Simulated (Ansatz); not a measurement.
# Lu2AsP: the cost of one run

Program: Ansatz 0.2.0. Level of theory: plane waves, PAW. These are calculated values, not measurements.

3 further runs of the same task are left out: 3 that didn't finish. Runs told in other sessions of the task aren't counted.

## Step 1: The starting structure

The structure is trigonal, space group R-3m (No. 166). The conventional cell has a = 3.958 Å, b = 3.958 Å, c = 19.393 Å, α = 90.00°, β = 90.00°, γ = 120.00°. P (site symmetry -3m) has 6 Lu at 2.77 Å in its first shell of neighbours. As (site symmetry -3m) is surrounded by 6 Lu at 2.82 Å. Around Lu (site symmetry 3m) lie 3 P at 2.77 Å and 3 As at 2.82 Å.

As a file:

```
P As Lu
1.0
     1.97901    1.14258    6.46429
    -1.97901    1.14258    6.46429
     0.00000   -2.28516    6.46429
P As Lu
1 1 2
Cartesian
  1.9790 1.1426 6.4643
  0.0000 0.0000 9.6964
  0.0000 0.0000 4.8903
  0.0000 0.0000 14.5025
```

The cell was relaxed beforehand with r2SCAN; those runs aren't shown. No run includes spin-orbit coupling, which matters for Lu.

## Step 2: PBE, all s p, disentangled, 6×6×6

input.yaml

```yaml
crystal:
  lattice:
    - [1.9790096187, 1.1425817361, 6.464286171]
    - [-1.9790096187, 1.1425817361, 6.464286171]
    - [0.0, -2.2851634722, 6.464286171]
  atoms:
    - { symbol: P, position: [1.0, 0.0, 0.0] }
    - { symbol: As, position: [0.5, 0.5, 0.5] }
    - { symbol: Lu, position: [0.2521726356, 0.2521726356, 0.2521726356] }
    - { symbol: Lu, position: [0.7478273644, 0.7478273644, 0.7478273644] }
kpoints:
  mp_grid: { grid: [6, 6, 6] }
  band_path:
    path:
      - [[0.0, 0.0, 0.0], [0.5, 0.5, 0.5], [0.8125055933182, 0.1874944066818, 0.5]]
      - [[0.5, -0.1874944066818, 0.1874944066818], [0.5, -9.379137119558e-17, 1.222711818654e-17], [0.0, 0.0, 0.0], [0.3437472033409, -0.3437472033409, -2.778287467585e-18]]
      - [[0.6562527966591, -1.169037494697e-16, 0.3437472033409], [0.5, -1.875827423912e-16, 0.5], [0.0, 0.0, 0.0]]
    npoints: 10
hamiltonian:
  xc: pbe
scf:
  occupations: { method: fermi_dirac, width: 0.02 }
  n_extra_bands: 16
output:
  forces: false
  stress: false
  eigenvalues: true
  wannier:
    kmesh: [6, 6, 6]
    projections:
      - { species: P, l: s, shell: 3 }
      - { species: P, l: p, shell: 3 }
      - { species: As, l: s, shell: 4 }
      - { species: As, l: p, shell: 4 }
      - { species: Lu, l: s, shell: 6 }
      - { species: Lu, l: p, shell: 6 }
    minimise: true
    write_hr: true
    conv_tol: 1.0e-08
    max_iter: 3000
    disentanglement: { window: [-12.3, 29.7], frozen_window: [8.7, 15.2] }
```

On the command line:

```console
ansatz run input.yaml --threads 4 --pin off --max-ram 3686MiB --backend cpu --events-out ev --progress --plain --runs-dir out
```

What time and memory should one allow on 4 threads of Arm Neoverse V2, shared host?

About 2.5 min, with a peak of 0.81 GiB.
